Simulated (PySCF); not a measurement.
**SnSe2: one geometry, several methods**

Aim: at the PBE0 minimum of singlet SnSe2, found before, compare methods on energies and levels.

Computed with PySCF 2.14.0. Level: several methods, basis Sn def2-TZVP with ECP28, Se def2-TZVP, scalar-relativistic core potentials, no spin–orbit coupling, density fitting.

## 1. The starting structure

3 atoms, charge 0, spin multiplicity 1.

Bond lengths: Sn1–Se2 2.303 Å, Sn1–Se3 2.303 Å. Angles: Se2–Sn1–Se3 180.0°.

Z-matrix (Å, degrees; charge 0 multiplicity 1):
```
Sn
Se 1 2.3029
Se 1 2.3029 2 180.00
```

## 2. PBE0

One driver script runs all steps and calls PySCF; scf.py shows the equivalent input of each level. Each SCF starts from the density of the minimum. The driver also runs the species with one electron less or more at the same geometry (one less: multiplicity 2, one more: multiplicity 2); their logs are not shown.

scf.py

```python
from pyscf import gto, scf, dft
mol = gto.M(atom='''
Sn    -0.000000     0.000000     0.000000
Se    -0.000000    -0.000000     2.302891
Se     0.000000     0.000000    -2.302891''',
    basis={'Sn': 'def2-TZVP', 'Se': 'def2-TZVP'},
    ecp={'Sn': 'def2-TZVP'},
    charge=0, spin=0)
mf = dft.RKS(mol, xc='PBE0')
mf.grids.atom_grid = (99, 590)
aux = {'Sn': 'def2-universal-JKFIT', 'Se': 'def2-universal-JKFIT'}
mf = mf.density_fit(auxbasis=aux)
mf.kernel()
```

## 3. HF

scf.py: that of step 2 with these lines changed.

```diff
@@ -9,2 +9 @@
-mf = dft.RKS(mol, xc='PBE0')
-mf.grids.atom_grid = (99, 590)
+mf = scf.RHF(mol)
```

## 4. PBE

scf.py: that of step 3 with these lines changed.

```diff
@@ -9 +9,2 @@
-mf = scf.RHF(mol)
+mf = dft.RKS(mol, xc='PBE')
+mf.grids.atom_grid = (99, 590)
```

## 5. r2SCAN

scf.py: that of step 4 with these lines changed.

```diff
@@ -9 +9 @@
-mf = dft.RKS(mol, xc='PBE')
+mf = dft.RKS(mol, xc='R2SCAN')
```

## 6. B3LYP

scf.py: that of step 5 with these lines changed.

```diff
@@ -9 +9 @@
-mf = dft.RKS(mol, xc='R2SCAN')
+mf = dft.RKS(mol, xc='B3LYP')
```

(Steps that only read results are left out.)

**Question.** What will these runs give? Wanted: atomisation energy, range; vertical ionisation energy, range; vertical electron affinity, range; orbital gap, range.

As calculated:

```
                         quantity                          value
        atomisation energy, range   295 (HF) to 698 (PBE) kJ/mol
vertical ionisation energy, range    8.17 (HF) to 9.05 (PBE0) eV
vertical electron affinity, range  0.35 (HF) to 1.22 (r2SCAN) eV
               orbital gap, range     2.58 (PBE) to 9.70 (HF) eV
```

What this shows: The atomisation energy spreads over 403 kJ/mol, from HF to PBE; without a CCSD(T) value for it there is no yardstick here. Spin contamination is strong in at least one of the open-shell species at HF. Without diffuse functions electron affinities tend to come out too low.
